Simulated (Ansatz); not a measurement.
# ZrTi3Se3: the cost of one run

Computed with Ansatz 0.2.0 (DFT PBE, scalar-relativistic, plane waves, PAW, unless a step's input says otherwise).

**1. Starting point**

Symmetry: Pm-3m, No. 221, cubic system. Conventional cell: a = 5.272 Å, b = 5.272 Å, c = 5.272 Å, α = 90.00°, β = 90.00°, γ = 90.00°. Zr (site symmetry m-3m) has 6 Ti at 2.64 Å in its first shell of neighbours. Around Ti (site symmetry 4/mmm) lie 2 Zr at 2.64 Å and 4 Se at 2.64 Å. Around Se (site symmetry 4/mmm) lie 4 Ti at 2.64 Å.

Structure file:

```cif
data_structure
_symmetry_space_group_name_H-M 'P 1'
_symmetry_Int_Tables_number 1
_cell_length_a 5.2725
_cell_length_b 5.2725
_cell_length_c 5.2725
_cell_angle_alpha 90.000
_cell_angle_beta 90.000
_cell_angle_gamma 90.000
_cell_volume 146.57
loop_
_atom_site_label
_atom_site_type_symbol
_atom_site_fract_x
_atom_site_fract_y
_atom_site_fract_z
_atom_site_occupancy
Zr1 Zr 0.50000 0.50000 0.50000 1
Ti1 Ti 0.50000 0.50000 0.00000 1
Ti2 Ti 0.00000 0.50000 0.50000 1
Ti3 Ti 0.50000 0.00000 0.50000 1
Se1 Se 0.50000 0.00000 0.00000 1
Se2 Se 0.00000 0.50000 0.00000 1
Se3 Se 0.00000 0.00000 0.50000 1
```

Recipe of the guess: species swapped into a database cell of Ce3GaBr3 (Pm-3m, No. 221), with Ti on the Ce sites, Zr on the Ga sites and Se on the Br sites. The dimensions are guesses.

**2. Probe: one point on a coarse mesh**

input.yaml reads:

```yaml
crystal:
  lattice:
    - [5.27245457, 0.0, 0.0]
    - [0.0, 5.27245457, 0.0]
    - [0.0, 0.0, 5.27245457]
  atoms:
    - { symbol: Zr, position: [0.5, 0.5, 0.5] }
    - { symbol: Ti, position: [0.5, 0.5, 0.0], spin: 1.0 }
    - { symbol: Ti, position: [0.0, 0.5, 0.5], spin: 1.0 }
    - { symbol: Ti, position: [0.5, 0.0, 0.5], spin: 1.0 }
    - { symbol: Se, position: [0.5, 0.0, 0.0] }
    - { symbol: Se, position: [0.0, 0.5, 0.0] }
    - { symbol: Se, position: [0.0, 0.0, 0.5] }
basis:
  ecutwfc: 420
kpoints:
  mp_grid: { grid: [4, 4, 4] }
hamiltonian:
  xc: pbe
scf:
  occupations: { method: gaussian, width: 0.1 }
  lower_state_search: "off"
output:
  forces: true
  stress: true
  eigenvalues: true
  populations: true
magnetization:
  spin_polarized: true
```

Launch:

```
> ansatz run input.yaml --threads 1 --pin off --max-ram 2560MiB --backend cpu --events-out ev --progress --plain --runs-dir out
```

What time and memory should one allow on 1 thread of Intel Xeon at 2.60GHz (Ice Lake), shared host?

About 17 s, with a peak of 0.57 GiB.
